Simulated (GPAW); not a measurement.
# Ge3Pd (Pm-3m) in GPAW: a series of runs

One crystal, Ge3Pd, is run at these levels: PBEsol; tasks: band structure.

Program: GPAW 26.7.0. These are calculated values, not measurements. Logs are shortened: lines on timing, memory, paths and dates and some standing lists are left out, and cuts for length are marked. The log counts tension as positive stress, the text compression.

## 1. The crystal as given

Symmetry: Pm-3m, No. 221, cubic system. Conventional cell: a = 4.142 Å, b = 4.142 Å, c = 4.142 Å, α = 90.00°, β = 90.00°, γ = 90.00°. Around Pd (site symmetry m-3m) lie 12 Ge at 2.93 Å. Ge (site symmetry 4/mmm) is surrounded by 4 Pd at 2.93 Å and 8 Ge at 2.93 Å.

The cell comes from a database or a generator and needn't be the stable form of this composition.

## 2. Band structure, PBEsol

File run.py:

```python
from ase import Atoms
from ase.dft.bandgap import bandgap
from ase.io import write
from ase.units import GPa
from gpaw import GPAW, PW, setup_paths

setup_paths.insert(0, '.')

atoms = Atoms(['Pd', 'Ge', 'Ge', 'Ge'],
              cell=[[4.142023, 0.0, 0.0],
                    [0.0, 4.142023, 0.0],
                    [0.0, 0.0, 4.142023]],
              scaled_positions=[[0.0, 0.0, 0.0],
                                [0.5, 0.5, 0.0],
                                [0.5, 0.0, 0.5],
                                [0.0, 0.5, 0.5]],
              pbc=True)

calc = GPAW(mode=PW(600),
            xc='PBEsol',
            kpts={'size': (7, 7, 7), 'gamma': True},
            occupations={'name': 'fermi-dirac', 'width': 0.05},
            nbands=27,
            convergence={'density': 1e-05, 'energy': 1e-05},
            maxiter=150,
            txt='gpaw.txt')
atoms.calc = calc
energy = atoms.get_potential_energy()
forces = atoms.get_forces()
stress = atoms.get_stress()
calc.write('gs.gpw')
write('result.traj', atoms)
print(f'Energy: {energy:.6f} eV')
print('Forces (eV/A):')
print(forces.round(4))
print('Stress (GPa):', (stress / GPa).round(3))
print('Fermi level:', round(calc.get_fermi_level(), 4), 'eV')
print(f'Gap: {bandgap(calc)[0]:.4f} eV, direct: {bandgap(calc, direct=True)[0]:.4f} eV')

path = atoms.cell.bandpath('GXMGRX,MR', npoints=80, eps=1e-4)
bs_calc = calc.fixed_density(kpts=path, symmetry='off', nbands=43,
                             convergence={'bands': 'CBM+6.0', 'eigenstates': 1e-6}, txt='bands.txt')
bs = bs_calc.band_structure()
bs.write('bs.json')
print(f'Gap on the path: {bandgap(bs_calc)[0]:.4f} eV')
```

Potentials or basis: PAW data sets generated in the run's folder for this functional, pw.

Started as:

```
$ gpaw-setup -f PBEsol Ge Pd
$ OMP_NUM_THREADS=1 python run.py
```

gpaw.txt:

```text
__  _  _
 | _ |_)|_||  |
 |__||  | ||/\| - 26.7.0

Input parameters:
  mode=PW(ecut=600.0),
  convergence={'density': 1e-05, 'energy': 1e-05},
  kpts=MonkhorstPack(size=(7, 7, 7), gamma=True),
  maxiter=150,
  nbands=27,
  occupations=Occupations(name='fermi-dirac', width=0.05),
  xc=XC(name='PBEsol')

Diagonalizing LCAO Hamiltonian
Converting LCAO to pw mode
    .---------.
   /|         |
  / |         |
 *  |         |
 |Ge|         |
 |  .---------.
 | /  Ge     /
 |/    Ge   /
 Pd--------*

Atoms  # Å, Bohr magnetons
|   | symbol |        x |        y |        z |    initial magnetic moments |
|---|--------|----------|----------|----------|-----------------------------|
| 0 |     Pd | 0.000000 | 0.000000 | 0.000000 | ( 0.0000,  0.0000,  0.0000) |
| 1 |     Ge | 2.071012 | 2.071012 | 0.000000 | ( 0.0000,  0.0000,  0.0000) |
| 2 |     Ge | 2.071012 | 0.000000 | 2.071012 | ( 0.0000,  0.0000,  0.0000) |
| 3 |     Ge | 0.000000 | 2.071012 | 2.071012 | ( 0.0000,  0.0000,  0.0000) |

Unit cell  # Å
| periodic |        x |        y |        z |  lengths |    angles |
|----------|----------|----------|----------|----------|-----------|
|      yes | 4.142023 | 0.000000 | 0.000000 | 4.142023 | 90.000000 |
|      yes | 0.000000 | 4.142023 | 0.000000 | 4.142023 | 90.000000 |
|      yes | 0.000000 | 0.000000 | 4.142023 | 4.142023 | 90.000000 |

Number of symmetries: 48
Symmetry operations  # r_c * U_cc + t_c -> r_c
|    | kind |            matrix            |
|----|------|------------------------------|
|  0 |  E   |  1, 0, 0,  0, 1, 0,  0, 0, 1 |
|  1 |  σ   |  1, 0, 0,  0, 1, 0,  0, 0,-1 |
|  2 |  σ   |  1, 0, 0,  0, 0, 1,  0, 1, 0 |
|  3 |  C4  |  1, 0, 0,  0, 0, 1,  0,-1, 0 |
|  4 |  C4  |  1, 0, 0,  0, 0,-1,  0, 1, 0 |
|  5 |  σ   |  1, 0, 0,  0, 0,-1,  0,-1, 0 |
|  6 |  σ   |  1, 0, 0,  0,-1, 0,  0, 0, 1 |
|  7 |  C2  |  1, 0, 0,  0,-1, 0,  0, 0,-1 |
|  8 |  σ   |  0, 1, 0,  1, 0, 0,  0, 0, 1 |
|  9 |  C2  |  0, 1, 0,  1, 0, 0,  0, 0,-1 |
| 10 |  C3  |  0, 1, 0,  0, 0, 1,  1, 0, 0 |
| 11 |  S6  |  0, 1, 0,  0, 0, 1, -1, 0, 0 |
| 12 |  S6  |  0, 1, 0,  0, 0,-1,  1, 0, 0 |
| 13 |  C3  |  0, 1, 0,  0, 0,-1, -1, 0, 0 |
| 14 |  C4  |  0, 1, 0, -1, 0, 0,  0, 0, 1 |
| 15 |  S4  |  0, 1, 0, -1, 0, 0,  0, 0,-1 |
| 16 |  C3  |  0, 0, 1,  1, 0, 0,  0, 1, 0 |
| 17 |  S6  |  0, 0, 1,  1, 0, 0,  0,-1, 0 |
| 18 |  σ   |  0, 0, 1,  0, 1, 0,  1, 0, 0 |
| 19 |  C4  |  0, 0, 1,  0, 1, 0, -1, 0, 0 |
| 20 |  C2  |  0, 0, 1,  0,-1, 0,  1, 0, 0 |
| 21 |  S4  |  0, 0, 1,  0,-1, 0, -1, 0, 0 |
| 22 |  S6  |  0, 0, 1, -1, 0, 0,  0, 1, 0 |
| 23 |  C3  |  0, 0, 1, -1, 0, 0,  0,-1, 0 |
| 24 |  S6  |  0, 0,-1,  1, 0, 0,  0, 1, 0 |
| 25 |  C3  |  0, 0,-1,  1, 0, 0,  0,-1, 0 |
| 26 |  C4  |  0, 0,-1,  0, 1, 0,  1, 0, 0 |
| 27 |  σ   |  0, 0,-1,  0, 1, 0, -1, 0, 0 |
| 28 |  S4  |  0, 0,-1,  0,-1, 0,  1, 0, 0 |
| 29 |  C2  |  0, 0,-1,  0,-1, 0, -1, 0, 0 |
| 30 |  C3  |  0, 0,-1, -1, 0, 0,  0, 1, 0 |
| 31 |  S6  |  0, 0,-1, -1, 0, 0,  0,-1, 0 |
| 32 |  C4  |  0,-1, 0,  1, 0, 0,  0, 0, 1 |
| 33 |  S4  |  0,-1, 0,  1, 0, 0,  0, 0,-1 |
| 34 |  S6  |  0,-1, 0,  0, 0, 1,  1, 0, 0 |
| 35 |  C3  |  0,-1, 0,  0, 0, 1, -1, 0, 0 |
| 36 |  C3  |  0,-1, 0,  0, 0,-1,  1, 0, 0 |
| 37 |  S6  |  0,-1, 0,  0, 0,-1, -1, 0, 0 |
| 38 |  σ   |  0,-1, 0, -1, 0, 0,  0, 0, 1 |
| 39 |  C2  |  0,-1, 0, -1, 0, 0,  0, 0,-1 |
| 40 |  σ   | -1, 0, 0,  0, 1, 0,  0, 0, 1 |
| 41 |  C2  | -1, 0, 0,  0, 1, 0,  0, 0,-1 |
[... 72 lines left out ...]
    |   5p |  0.000 |      -0.235 |    1.360 |
    |   4d | 10.000 |      -4.049 |    1.228 |
    |    s |        |      23.922 |    1.228 |
    |    d |        |      23.162 |    1.228 |

    Using partial waves for Pd as LCAO basis

  Ge:
    name:    Germanium
    Z:       32.0
    valence: 4
    core:    28
    charge:  0.0  # [|e|]
    compensation charges:
      type: gauss
      rc: 0.32  # [Å]
      lmax: 2
    cutoffs:
      filter: 1.77  # [Å]
      core: 3.42  # [Å]
    projectors
    | kind |    occ | energy [eV] | rcut [Å] |
    |------|--------|-------------|----------|
    |   4s |  2.000 |     -11.738 |    1.005 |
    |   4p |  2.000 |      -3.898 |    1.005 |
    |    s |        |      15.473 |    1.005 |
    |    p |        |      23.314 |    1.005 |
    |    d |        |       0.000 |    1.005 |

    Using partial waves for Ge as LCAO basis

Reference energy: -308327.880000  # eV

eigensolver:
  PPCG
  Converge bands: occupied
  niter=2

density mixing:
  MSR1-Mixer
  Pratt-step length: 0.05
  Maximum mixing coefficient: 0.75
  Old densities: 10
  SVD Regularization: 0.005
  Good broyden scale: 1.0
  Trust region scale: 1.0
  Backstep threshold: 4.0
  History deletion threshold: 6.0
  Fourier metric: weight=20.0, sigma=0.015

occupation numbers:
  Fermi-Dirac:
    width: 0.0500  # eV

poisson solver:
  ecut: 4800.0  # eV

xc functional:
  name: PBEsol with 2 nearest neighbor stencil

convergence criteria:
- Maximum integral of absolute [dens]ity change: 1e-05 electrons / valence electron
- Maximum [total energy] change in last 3 cyles: 1e-05 eV / valence electron
- Maximum integral of absolute [eigenst]ate change: 4e-08 eV^2 / valence electron
maximum number of iterations: 150

SCF iterations
|iter     | |      energy | eigst |  dens |
|---------|-|-------------|-------|-------|
|iter:   1| |  -22.463809 | +0.38 |       |
|iter:   2| |  -20.363392 | -1.40 | -0.80 |
|iter:   3| |  -19.347410 | -1.24 | -1.03 |
|iter:   4| |  -19.259396 | -2.28 | -1.38 |
|iter:   5| |  -19.221007 | -2.28 | -1.58 |
|iter:   6| |  -19.213040 | -3.60 | -2.17 |
|iter:   7| |  -19.211279 | -3.81 | -2.51 |
|iter:   8| |  -19.211275 | -5.70 | -3.24 |
|iter:   9| |  -19.211283c| -6.02 | -3.61 |
|iter:  10| |  -19.211284c| -7.48c| -4.51 |
|iter:  11| |  -19.211283c| -7.69c| -5.08c|

Converged in 11 steps
Energy contributions relative to reference atoms: (reference = -308327.880000)

Energy contributions:
  Kinetic:          14.623679
  Coulomb:         -17.526944
  Zero:             -0.208502
  External:          0.000000
  Xc:              -16.090803
  Entropy:          -0.017426
  Spinorbit:         0.000000
  ----------------------------
  Free energy:     -19.219996
  Extrapolated:    -19.211283

dipole moment: (-25.787649, -25.787649, -25.787649)  # |e|*Ang

Fermi level: 8.279
Eigenvalues  # (at kpt = [0.000, 0.000, 0.000])
| band index |      eig [eV] | occ [0-2] |
|------------|---------------|-----------|
|          0 |       -41.689 |     2.000 |
|        ... |               |           |
|          6 |         4.797 |     2.000 |
|          7 |         4.797 |     2.000 |
|          8 |         4.797 |     2.000 |
|          9 |         5.631 |     2.000 |
|         10 |         5.631 |     2.000 |
|         11 |         5.631 |     2.000 |
[... 8 lines left out ...]
|         20 |        13.900 |     0.000 |
|         21 |        17.196 |     0.000 |
|        ... |               |           |
|         26 |        18.956 |     0.000 |

No gap
No difference between direct/indirect transitions

Forces  # eV/Ang
|       x |       y |        z |
|---------|---------|----------|
| 0.00000 | 0.00000 | -0.00000 |  # Pd   0
| 0.00000 | 0.00000 |  0.00000 |  # Ge   1
| 0.00000 | 0.00000 |  0.00000 |  # Ge   2
| 0.00000 | 0.00000 |  0.00000 |  # Ge   3

Stress tensor  # eV/Ang^3
|        x |        y |        z |
|----------|----------|----------|
| 0.029951 | 0.000000 | 0.000000 |
| 0.000000 | 0.029951 | 0.000000 |
| 0.000000 | 0.000000 | 0.029951 |

# Writing to gs.gpw (mode='')
```

stdout:

```text
Energy: -19.211283 eV
Forces (eV/A):
[[ 0.  0. -0.]
 [ 0.  0.  0.]
 [ 0.  0.  0.]
 [ 0.  0.  0.]]
Stress (GPa): [4.799 4.799 4.799 0.    0.    0.   ]
Fermi level: 8.2785 eV
Gap: 0.0000 eV, direct: 0.0000 eV
Gap on the path: 0.0000 eV
```

bands.txt:

```text
Diagonalizing LCAO Hamiltonian
Converting LCAO to pw mode
convergence criteria:
- Maximum integral of absolute [eigenst]ate change: 1e-06 eV^2 / valence electron
maximum number of iterations: 150

SCF iterations
|iter     | |      energy | eigst |  dens |
|---------|-|-------------|-------|-------|
|iter:   1| |             | +0.97 |       |
[... 86 lines left out ...]
         [0.5       , 0.5       , 0.18181818],
         [0.5       , 0.5       , 0.22727273],
         [0.5       , 0.5       , 0.27272727],
         [0.5       , 0.5       , 0.31818182],
         [0.5       , 0.5       , 0.36363636],
         [0.5       , 0.5       , 0.40909091],
         [0.5       , 0.5       , 0.45454545],
         [0.5       , 0.5       , 0.5       ]])),
  maxiter=150,
  nbands=43,
  occupations=Occupations(name='fermi-dirac', width=0.05),
  symmetry=Symmetry(point_group=False, time_reversal=False),
  xc=XC(name='PBEsol')
```

It took 1.9 min on 1 thread of Arm Neoverse V1, shared host; peak memory 0.38 GiB.

Results:

- Free energy: -19.2200 eV
- Pressure: -4.8 GPa
- Band gap along the path: none (metal or under the smearing width)

Levels at the corners of the path, in eV from the Fermi level:
```csv
point,band 12,band 13,band 14,band 15,band 16,band 17
Γ,-2.65,-1.55,-1.55,0.81,2.99,2.99
X,-0.32,-0.32,-0.02,-0.02,0.35,0.81
M,-2.06,-0.14,0.08,0.96,0.96,2.45
Γ,-2.65,-1.55,-1.55,0.81,2.99,2.99
R,-2.28,-1.56,-1.56,-1.56,-0.36,7.46
X,-0.32,-0.32,-0.02,-0.02,0.35,0.81
M,-2.06,-0.14,0.08,0.96,0.96,2.45
R,-2.28,-1.56,-1.56,-1.56,-0.36,7.46
```

(Continued in part 2 of 2.)
